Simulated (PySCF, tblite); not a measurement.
# C6H17P: geometry, infrared bands and NMR shifts

Aim: predict the infrared bands and NMR shifts of C6H17P (`CC[P@TB1](C)(C)(C)C`).

The runs use tblite 0.8.0 and PySCF 2.14.0, with density-fitted response routines of our own; the level of theory stands in each step. All values are computed, except where a source is named. Atoms count from 0, in the outputs and in this text.

**1. The starting structure**

24 atoms, charge 0, multiplicity 1; geometry from: force field or distance geometry start.

Bonds of the start (Å): C0–C1 1.49, C1–P2 1.79, P2–C3 1.78, P2–C4 1.82, P2–C5 1.80, P2–C6 1.82, C0–H7 1.12, C0–H8 1.09, C0–H9 1.12, C1–H10 1.13, C1–H11 1.10, C3–H12 1.11, C3–H13 1.12, C3–H14 1.11, C4–H15 1.10, C4–H16 1.11, C4–H17 1.11, C5–H18 1.11, C5–H19 1.12, C5–H20 1.12, C6–H21 1.11, C6–H22 1.11, C6–H23 1.13.

**2. Relaxing the molecule with GFN2-xTB**

Job settings and geometry (Å):

```
{"job": {"kind": "relax", "xc": "GFN2-xTB", "basis": "xTB"}, "charge": 0, "multiplicity": 1}
C      2.145800     0.988000     0.513300
C      1.461200     0.016900    -0.392700
P     -0.297900    -0.161300    -0.098500
C     -0.021100    -1.789700     0.576300
C     -0.667200    -0.057200    -1.879100
C     -0.420500     1.363300     0.849700
C     -2.062100    -0.397600     0.279300
H      3.232400     1.015500     0.225300
H      1.822900     2.028000     0.442500
H      2.150300     0.684200     1.592400
H      1.924800    -0.981900    -0.162100
H      1.676200     0.240200    -1.446900
H      0.849100    -2.259900     0.075400
H     -0.886600    -2.439500     0.291800
H      0.093700    -1.804500     1.679600
H     -1.738700     0.104700    -2.080200
H     -0.355800    -1.008900    -2.368200
H     -0.095200     0.793100    -2.296800
H      0.204700     1.377900     1.762300
H     -0.204200     2.202700     0.146000
H     -1.466900     1.573600     1.195900
H     -2.394300     0.168000     1.177600
H     -2.677200    -0.156600    -0.606800
H     -2.285200    -1.479200     0.531200
```

The run is started by

```console
OMP_NUM_THREADS=1 python probes_run.py task.json out
```

The driver reads the jobs from task.json and runs them one after another.

**Question.** This job is followed by: GFN2-xTB harmonic vibrations, gas phase; GIAO PBE0/pcSseg-1 NMR shielding, non-relativistic, gas phase. Predict these results of the whole session: strongest single infrared mode (GFN2-xTB); zero-point energy (GFN2-xTB); 13C shifts against TMS (PBE0/pcSseg-1, means over atoms taken as alike); 1H shifts against TMS (PBE0/pcSseg-1, means over atoms taken as alike); 31P shifts against H3PO4 (PBE0/pcSseg-1).

As calculated:

```
                                                               quantity                             value
                              strongest single infrared mode (GFN2-xTB)              940 cm⁻¹, 360 km/mol
                                           zero-point energy (GFN2-xTB)                    133.2 kcal/mol
13C shifts against TMS (PBE0/pcSseg-1, means over atoms taken as alike)        49.1, 35.2, 22.8, 12.7 ppm
 1H shifts against TMS (PBE0/pcSseg-1, means over atoms taken as alike)  1.45, 0.90, 0.68, 0.47, 0.10 ppm
                               31P shifts against H3PO4 (PBE0/pcSseg-1)                        -168.7 ppm
```

**Reading.** The optimisation took 184 steps and gained 2.333 eV; among the close pairs (by a distance rule), C1–P2 changed most, from 1.792 to 1.967 Å. All 66 modes are real, so the xTB geometry is a minimum. The strongest single mode, at 940 cm⁻¹, has its largest shares on P2, H16, H20 and H12 (the list is cut at 4 atoms). Unscaled tight-binding wavenumbers are off by several per cent, some by more. Its intensities can rank the bands wrongly. At PBE0/pcSseg-1: The widest tensor belongs to P2: span 373 ppm, with a paramagnetic part of -469 ppm.
